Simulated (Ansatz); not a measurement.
# Boron, diamond under LDA: structure, energy and stiffness

What does LDA give for boron in the diamond structure? We relax it, solve it on a dense k-mesh, switch on spin-orbit coupling, then scale the cell to 7 volumes from 88 to 112 % of the relaxed one and try a fit of the equation of state. The k-meshes are 13×13×13 for the relaxation; 22×22×22 for the dense run; 13×13×13 for spin-orbit coupling; 15×15×15 for the volumes.

Computed with Ansatz 0.2.0 (DFT LDA (PW92), plane waves (420 eV) with PAW, scalar-relativistic; the PAW data stem from PBE, with regenerated cores, unless a step says otherwise).

## Step 1: The structure to begin with

Symmetry: Fd-3m, No. 227, cubic system. Conventional cell: a = 4.137 Å, b = 4.137 Å, c = 4.137 Å, α = 90.00°, β = 90.00°, γ = 90.00°. B (site symmetry -43m) is surrounded by 4 B at 1.79 Å.

As a file:

```xyz
2
Lattice="0.0000 2.0683 2.0683 2.0683 0.0000 2.0683 2.0683 2.0683 0.0000" Properties=species:S:1:pos:R:3 pbc="T T T"
B     0.5171    0.5171    0.5171
B     3.6195    3.6195    3.6195
```

## Step 2: Relaxing cell and atoms

The input, input.yaml:

```yaml
crystal:
  lattice:
    - [0.0, 2.0683080914, 2.0683080914]
    - [2.0683080914, 0.0, 2.0683080914]
    - [2.0683080914, 2.0683080914, 0.0]
  atoms:
    - { symbol: B, position: [0.125, 0.125, 0.125] }
    - { symbol: B, position: [0.875, 0.875, 0.875] }
hamiltonian:
  xc: lda
  pseudopotentials:
    kind: paw
    azcp:
      B: "pseudopotentials/B.paw.azcp"
basis:
  ecutwfc: 420
  fft_grid_basis: typed
kpoints:
  mp_grid: { grid: [13, 13, 13], shift: [0, 0, 0] }
magnetization:
  spin_polarized: false
scf:
  occupations: { method: fermi_dirac, width: 0.1 }
relax:
  max_steps: 60
  f_tol: 0.01
  cell: {}
```

The runs that follow: The energy on a finer k-mesh; Spin-orbit coupling switched on; Equation of state: 88 %; Equation of state: 92 %; Equation of state: 96 %; Equation of state: 100 %; Equation of state: 104 %; Equation of state: 108 %; Equation of state: 112 %.

What does the calculation give? Wanted: space group; conventional cell; volume; shortest distance; gap on the mesh; relative to alpha-rhombohedral; highest ELF outside the cores; V₀, B₀, B₀′.

The runs gave:

| quantity | value |
| --- | --- |
| space group (spins left aside) | Fd-3m (No. 227) |
| conventional cell | a = 4.003 Å |
| volume | 8.018 Å³/atom |
| shortest distance | 1.733 Å |
| gap on the mesh | none (levels filled in part) |
| relative to alpha-rhombohedral (B12) | +1007 meV/atom |
| highest ELF outside the cores | 0.91, 0.87 Å from the nearest atom |
| V₀, B₀, B₀′ | 8.009 Å³/atom, 191 GPa, 3.5 |

In words: The relaxation shrank the cell by 9.4 % in volume. Against the reference form of boron (alpha-rhombohedral (B12), computed apart with the same settings) it stands 1007 meV/atom higher, so it is far from stable. Levels at the Fermi energy are filled in part, as in a metal. The total energy of the spin-orbit run (on a coarser mesh) lies -2 meV/atom from the scalar one; mesh and treatment of the core enter this figure, so it is no spin-orbit energy. The fitted modulus is 191 GPa. The symmetry was held, so the structure may be unstable against distortions that break it.
